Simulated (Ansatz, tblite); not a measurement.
# GeH2MeI (CH₅GeI): one state, many levels

How do method and basis change the picture of GeH2MeI (CH₅GeI) (singlet)?

Program: Ansatz 0.2.0, Gaussian basis. Level of theory: as each input shows. These are calculated values, not measurements.

Plan: GFN1-xTB, GFN2-xTB, PBE-D4/def2-TZVP, r2SCAN-D4/def2-TZVP, B2PLYP/def2-TZVP, BHLYP-D4/def2-TZVP, LC-ωPBE/def2-TZVP, BLYP-D4/def2-TZVP, HF/def2-TZVP, CAM-B3LYP-D4/def2-TZVP, B3LYP-D4/def2-TZVP, PBE+5HF/def2-TZVP, PBE+10HF/def2-TZVP, PBE+15HF/def2-TZVP, PBE+35HF/def2-TZVP, PBE+50HF/def2-TZVP, PBE-D4/def2-SVP, PBE0-D4/def2-SVP, CCSD(T)/def2-TZVPP, MP2/def2-TZVP, RPA/def2-TZVP.

1 further run of the same task is left out (set aside as unsound or not needed).

## Step 1: The structure

The singlet was relaxed beforehand with PBE0-D4/def2-SVP.

8 atoms, charge 0, spin multiplicity 1.

Bond lengths: Ge1–H2 1.538 Å, Ge1–H3 1.538 Å, Ge1–C4 1.944 Å, Ge1–I8 2.531 Å, C4–H5 1.101 Å, C4–H6 1.099 Å, C4–H7 1.099 Å. Angles: H2–Ge1–H3 110.5°, H2–Ge1–C4 112.4°, H2–Ge1–I8 106.5°, H3–Ge1–C4 112.4°, H3–Ge1–I8 106.4°, C4–Ge1–I8 108.2°, Ge1–C4–H5 109.7°, Ge1–C4–H6 110.0°, Ge1–C4–H7 110.0°, H5–C4–H6 109.1°, H5–C4–H7 109.1°, H6–C4–H7 108.9°.

As a file:

```
atom    x (Å)    y (Å)    z (Å)
 Ge1   0.5071  -0.6152   0.3663
  H2   0.4837  -0.6919   1.9021
  H3   1.9511  -0.7060  -0.1551
  C4  -0.4286   0.9474  -0.3121
  H5   0.0597   1.8623   0.0571
  H6  -1.4737   0.9361   0.0271
  H7  -0.4102   0.9485  -1.4107
  I8  -0.6890  -2.6810  -0.4746
```

I takes a core potential in the def2 sets. No spin-orbit coupling is included.

PBE0-D4/def2-TZVP was run before; its log isn't repeated, and its numbers join the tables.

## Step 2: GFN1-xTB

Tight binding, by tblite at 300 K electronic temperature and without a spin-polarisation term:

```python
tblite.interface.Calculator('GFN1-xTB', numbers, positions, charge=0, uhf=0).singlepoint()
```

Energy -285.5973 eV, HOMO -11.83 eV, LUMO -5.66 eV; 0.004 s.

## Step 3: GFN2-xTB

Tight binding, by tblite at 300 K electronic temperature and without a spin-polarisation term:

```python
tblite.interface.Calculator('GFN2-xTB', numbers, positions, charge=0, uhf=0).singlepoint()
```

Energy -285.0003 eV, HOMO -11.32 eV, LUMO -5.36 eV; 0.003 s.

## Step 4: PBE-D4/def2-TZVP

start.molden holds the orbitals of an earlier run on this state, given as this run's starting guess.

in.yaml

```yaml
crystal:
  periodic: [false, false, false]
  atoms:
    - {symbol: Ge, position_ang: [0.507068, -0.615229, 0.366278]}
    - {symbol: H, position_ang: [0.483687, -0.691930, 1.902129]}
    - {symbol: H, position_ang: [1.951088, -0.705958, -0.155078]}
    - {symbol: C, position_ang: [-0.428626, 0.947368, -0.312129]}
    - {symbol: H, position_ang: [0.059659, 1.862251, 0.057058]}
    - {symbol: H, position_ang: [-1.473672, 0.936063, 0.027066]}
    - {symbol: H, position_ang: [-0.410161, 0.948463, -1.410748]}
    - {symbol: I, position_ang: [-0.689044, -2.681029, -0.474577]}
basis:
  gaussian: {orbitals: def2-TZVP, initial_orbitals: start.molden}
hamiltonian: {xc: pbe, dispersion: d4}
scf: {omitted_lower_state_checks: [starts]}
output: {forces: true, orbitals: {seedname: orbitals}}
```

The run is started by

```console
ansatz run in.yaml --threads 4 --pin off --events-out ev --progress --plain --max-ram 3916MiB
```

Further steps of the session: r2SCAN-D4/def2-TZVP; B2PLYP/def2-TZVP; BHLYP-D4/def2-TZVP; LC-ωPBE/def2-TZVP; BLYP-D4/def2-TZVP; HF/def2-TZVP; CAM-B3LYP-D4/def2-TZVP; B3LYP-D4/def2-TZVP; PBE+5HF/def2-TZVP; PBE+10HF/def2-TZVP; PBE+15HF/def2-TZVP; PBE+35HF/def2-TZVP; PBE+50HF/def2-TZVP; PBE-D4/def2-SVP; PBE0-D4/def2-SVP; CCSD(T)/def2-TZVPP; MP2/def2-TZVP; RPA/def2-TZVP.

Q: Predict the results of all the runs planned. Wanted: gap in def2-TZVP, named functionals and Hartree-Fock, smallest and largest; gap over the share of exact exchange; correlation energy, CCSD(T)/def2-TZVPP; correlation energy, MP2/def2-TZVP; binding an atom, CCSD(T)/def2-TZVPP; PBE0 total energy, smallest basis above largest.

As calculated:

| quantity | value |
| --- | --- |
| gap in def2-TZVP, named functionals and Hartree-Fock, smallest and largest | 4.56 eV (BLYP-D4), 12.42 eV (HF) |
| gap over the share of exact exchange | 4.66 eV at 0, 8.65 eV at 0.5 |
| correlation energy, CCSD(T)/def2-TZVPP | -26.05 eV |
| correlation energy, MP2/def2-TZVP | -25.10 eV |
| binding an atom, CCSD(T)/def2-TZVPP | 3.129 eV |
| PBE0 total energy, smallest basis above largest | 8.58 eV (def2-SVP, def2-TZVP) |

In words: Over the named functionals and Hartree-Fock in def2-TZVP the gap runs from 4.56 eV (BLYP-D4) to 12.42 eV (HF); exact exchange widens it. Raising the share of exact exchange from 0 to 0.5 moves the HOMO by -2.29 eV and the LUMO by +1.70 eV. The functionals in def2-TZVP miss CCSD(T)/def2-TZVPP by -0.021 (BHLYP-D4) to +0.049 eV (PBE-D4) an atom. CCSD(T)/def2-TZVPP isn't at the basis-set limit; small misses against it rank nothing.
